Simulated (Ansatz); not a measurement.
# ZnCuO: the cost of one run

Program: Ansatz 0.2.0. Level of theory: DFT PBE, scalar-relativistic, plane waves, PAW. These are calculated values, not measurements.

**1. The structure to begin with**

Symmetry: P6_3/mmc, No. 194, hexagonal system. Conventional cell: a = 3.390 Å, b = 3.390 Å, c = 6.987 Å, α = 90.00°, β = 90.00°, γ = 120.00°. Zn (site symmetry -6m2) has 2 O at 1.75 Å and 3 Cu at 1.96 Å as nearest neighbours. Cu (site symmetry -6m2) is surrounded by 3 Zn at 1.96 Å. Around O (site symmetry -3m) lie 2 Zn at 1.75 Å.

Structure file:

```xyz
6
Lattice="3.3904 0.0000 0.0000 -1.6952 2.9362 0.0000 0.0000 0.0000 6.9873" Properties=species:S:1:pos:R:3 pbc="T T T"
Zn    0.0000    0.0000    1.7468
Zn    0.0000    0.0000    5.2405
Cu    0.0000    1.9575    1.7468
Cu    1.6952    0.9787    5.2405
O     0.0000    0.0000    0.0000
O     0.0000    0.0000    3.4936
```

Recipe of the guess: random cell by space group and Wyckoff sites (P6_3/mmc, No. 194). Its size is a rough estimate.

**2. The guess as it stands, on a coarse mesh**

Contents of input.yaml:

```yaml
crystal:
  lattice:
    - [3.39041463, 0.0, 0.0]
    - [-1.69520731, 2.9361852, 0.0]
    - [0.0, 0.0, 6.98728525]
  atoms:
    - { symbol: Zn, position: [0.0, 0.0, 0.25] }
    - { symbol: Zn, position: [0.0, 0.0, 0.75] }
    - { symbol: Cu, position: [0.33333333, 0.66666667, 0.25], spin: -1.0 }
    - { symbol: Cu, position: [0.66666667, 0.33333333, 0.75], spin: 1.0 }
    - { symbol: O, position: [0.0, 0.0, 0.0] }
    - { symbol: O, position: [0.0, 0.0, 0.5] }
basis:
  ecutwfc: 420
kpoints:
  mp_grid: { grid: [6, 6, 4] }
hamiltonian:
  xc: pbe
scf:
  occupations: { method: gaussian, width: 0.1 }
  lower_state_search: "off"
output:
  forces: true
  stress: true
  eigenvalues: true
  populations: true
magnetization:
  spin_polarized: true
```

Started as:

```
$ ansatz run input.yaml --threads 1 --pin off --max-ram 2560MiB --backend cpu --events-out ev --progress --plain --runs-dir out
```

What time and memory should one allow on 1 thread of Intel Xeon at 2.70GHz, shared host?

About 37 s, with a peak of 0.42 GiB.
